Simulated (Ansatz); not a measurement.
Geometry optimisation, DFT LDA, scalar-relativistic, plane waves, PAW (Ansatz).

The input (input.yaml):

```yaml
crystal:
  lattice:
    - [10.86, 0.0, 0.0]
    - [0.0, 10.86, 0.0]
    - [0.0, 0.0, 10.86]
  atoms:
    - { symbol: Si, position: [0.5034689, -0.0001959, -0.0006955] }
    - { symbol: Ga, position: [0.6219726, 0.1220828, 0.1273345], spin: 1.0 }
    - { symbol: Si, position: [0.8742504, 0.3747273, 0.1289044] }
    - { symbol: Si, position: [0.7492538, -0.000118, 0.2498294] }
    - { symbol: Si, position: [0.873658, 0.1228755, 0.3762645] }
    - { symbol: Si, position: [0.0015215, 0.0031906, -0.0020713] }
    - { symbol: Si, position: [0.1321799, 0.1273739, 0.1290952] }
    - { symbol: Si, position: [0.2521059, 0.2495917, 0.0005689] }
    - { symbol: Si, position: [0.3754069, 0.3723292, 0.1240731] }
    - { symbol: Si, position: [0.5052022, 0.4999658, 0.0010574] }
    - { symbol: Si, position: [0.6236162, 0.6247767, 0.125239] }
    - { symbol: Si, position: [0.7528477, 0.7509841, 0.0027761] }
    - { symbol: Si, position: [0.877755, 0.8788153, 0.1268527] }
    - { symbol: Si, position: [0.2503924, 0.0050939, 0.2513946] }
    - { symbol: Si, position: [0.3755563, 0.1247825, 0.3763735] }
    - { symbol: Si, position: [0.5004835, 0.2525162, 0.2483991] }
    - { symbol: Si, position: [0.6215849, 0.376207, 0.3779266] }
    - { symbol: Si, position: [0.7501304, 0.501963, 0.2470732] }
    - { symbol: Si, position: [0.8758505, 0.6280684, 0.37064] }
    - { symbol: Si, position: [0.5028311, -0.0046439, 0.5048352] }
    - { symbol: Si, position: [0.6265763, 0.1246337, 0.6251111] }
    - { symbol: Si, position: [0.7518192, 0.2492908, 0.4973298] }
    - { symbol: Si, position: [0.8783986, 0.3765054, 0.623497] }
    - { symbol: Si, position: [0.7493746, -0.0005043, 0.7538981] }
    - { symbol: Si, position: [0.8728914, 0.1225693, 0.8739943] }
    - { symbol: Si, position: [-0.002117, 0.5000371, 0.0007849] }
    - { symbol: Si, position: [0.1250877, 0.6251383, 0.1254421] }
    - { symbol: Si, position: [0.248081, 0.7524187, 0.0033767] }
    - { symbol: Si, position: [0.3721437, 0.8749818, 0.1223088] }
    - { symbol: Si, position: [-0.0057833, 0.2507645, 0.2477812] }
    - { symbol: Si, position: [0.1256205, 0.37552, 0.3711451] }
    - { symbol: Si, position: [0.2533924, 0.4968568, 0.2514138] }
    - { symbol: Si, position: [0.3779184, 0.6239426, 0.3762676] }
    - { symbol: Si, position: [0.4972697, 0.7510194, 0.2519104] }
    - { symbol: Si, position: [0.6259025, 0.8800139, 0.373549] }
    - { symbol: Si, position: [-0.0036525, -0.0063035, 0.4939675] }
    - { symbol: Si, position: [0.1288546, 0.1267153, 0.6252703] }
    - { symbol: Si, position: [0.2513856, 0.2484643, 0.5024708] }
    - { symbol: Si, position: [0.375834, 0.3788467, 0.6258665] }
    - { symbol: Si, position: [0.4974612, 0.502104, 0.4968341] }
    - { symbol: Si, position: [0.6244777, 0.6266611, 0.6225125] }
    - { symbol: Si, position: [0.7511906, 0.7493631, 0.5049365] }
    - { symbol: Si, position: [0.8728435, 0.8793306, 0.6234839] }
    - { symbol: Si, position: [0.2489779, 0.0031618, 0.7441355] }
    - { symbol: Si, position: [0.3705944, 0.1248174, 0.8735755] }
    - { symbol: Si, position: [0.4996532, 0.2481645, 0.7513122] }
    - { symbol: Si, position: [0.6293532, 0.37442, 0.8755199] }
    - { symbol: Si, position: [0.7532924, 0.5031656, 0.7521544] }
    - { symbol: Si, position: [0.8736455, 0.6318517, 0.875498] }
    - { symbol: Si, position: [-0.0011383, 0.7441192, 0.2530001] }
    - { symbol: Si, position: [0.1243288, 0.8746247, 0.3774429] }
    - { symbol: Si, position: [0.0047733, 0.4971135, 0.4941064] }
    - { symbol: Si, position: [0.1232958, 0.619971, 0.6261217] }
    - { symbol: Si, position: [0.2525664, 0.7534202, 0.504559] }
    - { symbol: Si, position: [0.3719681, 0.8779011, 0.6238176] }
    - { symbol: Si, position: [-0.0029535, 0.2520908, 0.7533464] }
    - { symbol: Si, position: [0.127158, 0.3774953, 0.8721894] }
    - { symbol: Si, position: [0.2474261, 0.5041161, 0.7481214] }
    - { symbol: Si, position: [0.3780747, 0.627053, 0.8770408] }
    - { symbol: Si, position: [0.5007818, 0.7507632, 0.7515063] }
    - { symbol: Si, position: [0.6261714, 0.8760024, 0.8779905] }
    - { symbol: Si, position: [0.0019787, 0.7475135, 0.7496006] }
    - { symbol: Si, position: [0.1211905, 0.8697066, 0.8693003] }
magnetization:
  spin_polarized: true
total_charge: 2
basis:
  ecutwfc: 420.0
kpoints:
  mp_grid: { grid: [1, 1, 1] }
hamiltonian:
  xc: lda
  pseudopotentials: { kind: paw, azcp: { folder: soft_1 } }
scf:
  occupations: { method: gaussian, width: 0.02 }
  lower_state_search: "off"
relax:
  f_tol: 0.03
  max_steps: 60
  adjacent_minimum: "off"
```

Run as:

```bash
$ ansatz run input.yaml --threads 4 --pin off --max-ram 10240MiB --backend cpu --events-out ev --progress --plain --runs-dir out
```

Where does it end, and by what steps?

It converged. The force dipped under the threshold on the way, but the program's further checks kept it going. Limits of this set-up: coarse k mesh, PAW files made for another functional, a typed lattice constant that wasn't relaxed here, charged cell in a uniform background, uncorrected. After 4 steps the energy has fallen by 1.079 eV; Ga2 moved furthest, 0.14 Å.

```tsv
step	energy less start (eV)	largest force component (eV/Å)	accepted
0	0.0000	1.382	yes
1	-0.9662	0.400	yes
2	-1.0682	0.116	yes
3	-1.0788	0.017	yes
4	-1.0788	0.017	yes
```

```xyz
63
Lattice="10.8600 0.0000 0.0000 0.0000 10.8600 0.0000 0.0000 0.0000 10.8600" Properties=species:S:1:pos:R:3
Si 5.413 -0.015 -0.080
Ga 6.679 1.250 1.471
Si 9.510 4.085 1.368
Si 8.229 -0.015 2.735
Si 9.520 1.358 4.097
Si -0.004 0.019 0.010
Si 1.361 1.356 1.365
Si 2.720 2.726 -0.004
Si 4.054 4.094 1.361
Si 5.452 5.424 0.011
Si 6.783 6.796 1.366
Si 8.153 8.156 -0.004
Si 9.523 9.485 1.362
Si 2.734 0.013 2.709
Si 4.081 1.373 4.068
Si 5.414 2.800 2.737
Si 6.786 4.096 4.095
Si 8.139 5.430 2.704
Si 9.522 6.789 4.070
Si 5.441 0.013 5.413
Si 6.782 1.356 6.786
Si 8.153 2.726 5.428
Si 9.499 4.075 6.790
Si 8.139 0.018 8.151
Si 9.509 1.355 9.497
Si -0.016 5.419 -0.009
Si 1.351 6.781 1.362
Si 2.713 8.142 0.002
Si 4.080 9.515 1.349
Si -0.006 2.708 2.703
Si 1.355 4.092 4.069
Si 2.715 5.452 2.711
Si 4.076 6.802 4.070
Si 5.438 8.167 2.708
Si 6.799 9.513 4.066
Si 0.023 0.010 5.435
Si 1.350 1.359 6.799
Si 2.713 2.720 5.440
Si 4.083 4.093 6.797
Si 5.437 5.454 5.434
Si 6.786 6.783 6.797
Si 8.147 8.144 5.438
Si 9.523 9.511 6.793
Si 2.716 0.010 8.128
Si 4.052 1.360 9.488
Si 5.450 2.709 8.157
Si 6.797 4.068 9.511
Si 8.152 5.416 8.164
Si 9.496 6.791 9.507
Si 0.024 8.146 2.711
Si 1.371 9.511 4.070
Si 0.005 5.437 5.430
Si 1.361 6.792 6.790
Si 2.722 8.154 5.427
Si 4.079 9.511 6.779
Si -0.015 2.729 8.163
Si 1.357 4.074 9.508
Si 2.722 5.436 8.147
Si 4.083 6.785 9.489
Si 5.438 8.146 8.127
Si 6.785 9.487 9.485
Si 0.003 8.150 8.145
Si 1.356 9.511 9.486
```

Whether the end is a true minimum wasn't checked by a vibrational analysis.

Run time: 29 s on 4 threads of Intel(R) Xeon(R) Platinum 8488C (Sapphire Rapids), with other jobs on the host, peak memory 1.6 GiB.
